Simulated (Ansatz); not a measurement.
# NaIrO3 (Cmcm): equation of state with a fit

A script is to give an equation of state with a fit; the system is NaIrO3 (Cmcm).

Program: Ansatz 0.2.0 through its Python package. Level of theory: DFT r2SCAN, plane waves, PAW. These are calculated values, not measurements.

### Step 1. The system

It takes space group Cmcm (No. 63, orthorhombic). The conventional cell has a = 3.077 Å, b = 10.144 Å, c = 7.162 Å, α = 90.00°, β = 90.00°, γ = 90.00°. Around Na (site symmetry m2m) lie 8 O at 2.34 to 2.59 Å. Ir (site symmetry 2/m) is surrounded by 6 O at 1.94 to 1.98 Å. O (site symmetry m2m) is surrounded by 2 Ir at 1.94 Å and 2 Na at 2.34 Å. O (site symmetry m) is surrounded by 2 Ir at 1.98 Å and 3 Na at 2.47 to 2.59 Å.

The script holds or builds the structure itself.

### Step 2. The script

eos_nairo3.py

```python
# -*- coding: utf-8 -*-
from dataclasses import dataclass
import warnings

import ansatz as az
import numpy as np
from scipy.optimize import curve_fit


@dataclass(frozen=True)
class Options:
    functional: str = 'r2SCAN'
    cutoff: int = 550
    occupations: str = 'Fermi-Dirac'
    sigma: float = 0.05
    kmesh: tuple[int, ...] = (9, 9, 4)


opts = Options()

vectors0 = np.array([
    [1.53854133, -5.07205763, 0.0],
    [1.53854133, 5.07205763, 0.0],
    [0.0, 0.0, 7.16173793],
])
sites = [
    ('Na', (0.24842421, 0.75157579, 0.25)),
    ('Na', (0.75157579, 0.24842421, 0.75)),
    ('Ir', (0.5, 0.5, 0.5)),
    ('Ir', (0.5, 0.5, 0.0)),
    ('O', (0.57461181, 0.42538819, 0.25)),
    ('O', (0.42538819, 0.57461181, 0.75)),
    ('O', (0.88409153, 0.11590847, 0.44041875)),
    ('O', (0.11590847, 0.88409153, 0.55958125)),
    ('O', (0.88409153, 0.11590847, 0.05958125)),
    ('O', (0.11590847, 0.88409153, 0.94041875)),
]


def on_lattice(cell):
    crystal = az.Crystal(lattice=az.Lattice.of(cell))
    for symbol, position in sites:
        crystal = crystal.atom(symbol, position)
    return crystal

def vinet(v, e0, v0, b0, b1):
    eta = (v / v0) ** (1 / 3)
    return e0 + 2 * b0 * v0 / (b1 - 1) ** 2 * (2 - (5 + 3 * b1 * (eta - 1) - 3 * eta) * np.exp(-1.5 * (b1 - 1) * (eta - 1)))

warnings.simplefilter('ignore', az.DeckWarning)

volumes, energies = [], []
for scale in np.linspace(0.94, 1.06, 7):
    cell = vectors0 * scale ** (1 / 3)
    job = (
        on_lattice(cell).calculation()
        .functional(opts.functional)
        .pseudopotentials('paw')
        .basis(opts.cutoff)
        .occupations(opts.occupations, width=opts.sigma)
        .kpoints(*opts.kmesh)
    )
    r = job.run(threads=1).report
    volumes.append(abs(np.linalg.det(cell)) / len(sites))
    energies.append(r['free_energy_ev'] / len(sites))
    print(f'V = {volumes[-1]:8.4f} A^3/atom  F = {energies[-1]:.5f} eV/atom')

guess = (min(energies), volumes[int(np.argmin(energies))], 0.5, 4.5)
(e0, v0, b0, b1), _ = curve_fit(vinet, np.array(volumes), np.array(energies), p0=guess, maxfev=20000)
print(f'Vinet fit: V0 = {v0:.4f} A^3/atom, B0 = {160.21766 * b0:.1f} GPa, B1 = {b1:.2f}')
print('largest residual', round(1000 * float(np.abs(vinet(np.array(volumes), e0, v0, b0, b1) - energies).max()), 3), 'meV/atom')
```

### Step 3. Running it

Launch:

```
> python eos_nairo3.py
```

Output:

```text
V =  10.5068 A^3/atom  F = -3028.23097 eV/atom
V =  10.7303 A^3/atom  F = -3028.24331 eV/atom
V =  10.9539 A^3/atom  F = -3028.24879 eV/atom
V =  11.1774 A^3/atom  F = -3028.24815 eV/atom
V =  11.4010 A^3/atom  F = -3028.24207 eV/atom
V =  11.6245 A^3/atom  F = -3028.23114 eV/atom
V =  11.8481 A^3/atom  F = -3028.21588 eV/atom
Vinet fit: V0 = 11.0401 A^3/atom, B0 = 206.8 GPa, B1 = 4.68
largest residual 0.002 meV/atom
```

Run time: 4 min. Hardware: 1 thread of Arm Neoverse V2, shared host; peak memory 1.2 GiB.

Lines on the test bed's own set-up are left out of the output.

A comment line of the script is reworded here; the code is as run.

### Step 4. The runs side by side

One row for each of the 7 runs:

```
run  volume (Å³/atom)  energy from run 3 (meV/atom)  SCF cycles  CPU time (s)
  1            10.507                         17.81           7            31
  2            10.730                          5.48           7            33
  3            10.954                          0.00           7            34
  4            11.177                          0.64           7            34
  5            11.401                          6.72           7            35
  6            11.625                         17.65           7            35
  7            11.848                         32.91           7            35
```

Energies are free energies F = E - TS of the smeared occupations. 

### Step 5. Outcome

| quantity | value |
| --- | --- |
| runs compared | 7 |
| range of energy | 32.91 meV/atom |
| lowest point, volume (Å³/atom) | 10.954 |
| equilibrium volume (fit) | 11.04 Å³/atom |
| bulk modulus (fit) | 207 GPa |

What this shows: A third-order Birch-Murnaghan fit through the 7 points (the script's own form differs a little) has its minimum at 11.04 Å³ an atom, 1.2 % below the typed cell, with a bulk modulus of 207 GPa and dB/dP = 4.7. From that minimum the energy rises by 18.3 meV an atom on the compressed side and 33.3 meV on the expanded side. Notes:
- Spin is left out of this run.
- Shape and fractional positions are held along the curve, so the bulk modulus is an upper value where they are free to relax.
- The mesh is modest for a metal, so energies can be off by several to tens of meV an atom and pressures by half a GPa or more; differences at equal mesh fare better.
- Spin-orbit coupling, which matters for elements this heavy, is left out.
- This cell is a computed structure, which may not be the phase found in nature.
